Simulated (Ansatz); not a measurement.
# Au (Gold): the cost of one run

Method: DFT PBEsol, frozen-core PAW, scalar-relativistic unless said, in Ansatz 0.2.0.

The COD entry's cell or inner coordinates are ideal or old and differ from later refinements, so a difference from it is no clean test against experiment.

3 further runs of the same task are left out: 3 that didn't finish.

## 1. The structure to begin with

Symmetry: Fm-3m, No. 225, cubic system. The conventional cell has a = 4.070 Å, b = 4.070 Å, c = 4.070 Å, α = 90.00°, β = 90.00°, γ = 90.00°. Around Au (site symmetry m-3m) lie 12 Au at 2.88 Å.

Structure file:

```cif
data_structure
_symmetry_space_group_name_H-M 'P 1'
_symmetry_Int_Tables_number 1
_cell_length_a 2.8779
_cell_length_b 2.8779
_cell_length_c 2.8779
_cell_angle_alpha 60.000
_cell_angle_beta 60.000
_cell_angle_gamma 60.000
_cell_volume 16.85
loop_
_atom_site_label
_atom_site_type_symbol
_atom_site_fract_x
_atom_site_fract_y
_atom_site_fract_z
_atom_site_occupancy
Au1 Au 0.00000 0.00000 0.00000 1
```

Cartesian axes are those of the input's lattice vectors. The structure goes back to a database entry.

## 2. Cell and atoms relaxed, PAW

input.yaml reads:

```yaml
crystal:
  lattice:
    - [0.0, 2.035, 2.035]
    - [2.035, 0.0, 2.035]
    - [2.035, 2.035, 0.0]
  atoms:
    - { symbol: Au, position: [0.0, 0.0, 0.0] }
kpoints:
  mp_grid: { grid: [26, 26, 26] }
scf:
  occupations: { method: fermi_dirac, width: 0.08 }
hamiltonian:
  xc: pbesol
  pseudopotentials: { kind: paw }
relax:
  f_tol: 0.002
  max_steps: 80
  cell: {}
output:
  forces: true
  stress: true
```

On the command line:

```
> ansatz run input.yaml --threads 1 --pin off --max-ram 2048MiB --backend cpu --events-out ev --progress --plain --runs-dir out
```

What time and memory should one allow on 1 thread of Arm Neoverse V2, shared host?

About 18 s, with a peak of 0.39 GiB.
